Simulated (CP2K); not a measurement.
# BiTe under changes of volume

One of the cells (33.855 Å³/atom); the others are scaled copies at fixed shape and fractional positions:

```
Bi Te
1.0
     4.57498    0.00000    0.00000
     2.28749    3.96205    0.00000
     2.28749    1.32068    3.73546
Bi Te
1 1
Direct
  0.00000 0.00000 0.00000
  0.50000 0.50000 0.50000
```

```yaml
Program: CP2K 2026.2
Functional: PBEsol
Potentials_or_basis: POTENTIAL_UZH Bi GTH-PBE-q5, Te GTH-PBE-q6; TZVP-MOLOPT-PBE-GTH basis
Density_cutoff: 6123 eV
k_mesh: 7 × 7 × 7
Occupations: fermi-dirac, width 0.0259 eV
Spin: no spin polarisation
```

```tsv
volume (Å³/atom)	energy over the lowest point (meV/atom)	pressure (GPa)
31.824	25.50	3.9
32.501	11.88	2.6
33.178	3.59	1.4
33.855	0.00	0.3
34.532	0.62	-0.7
35.209	?	?
35.886	13.02	-2.3
```

**Question.** What does the run at 35.209 Å³/atom give?

**Answer.** Energy over the lowest point 5.07 meV/atom; pressure -1.5 GPa.

Worked out: A Birch-Murnaghan fit of order 3 (a polynomial in V^(-2/3)) to the other rows has its minimum at 34.08 Å³/atom with B0 = V·E''(V) = 49 GPa and B' = 4.4. It gives 5.11 meV/atom at 35.209 Å³/atom, against the run's 5.07, and -dE/dV = -1.5 GPa, against -1.5.

Energies are extrapolated to zero smearing.

Caveats: the potentials were made for another functional, which shifts forces and pressure; the basis of atomic orbitals isn't converged, which shifts pressures, moduli and gaps.
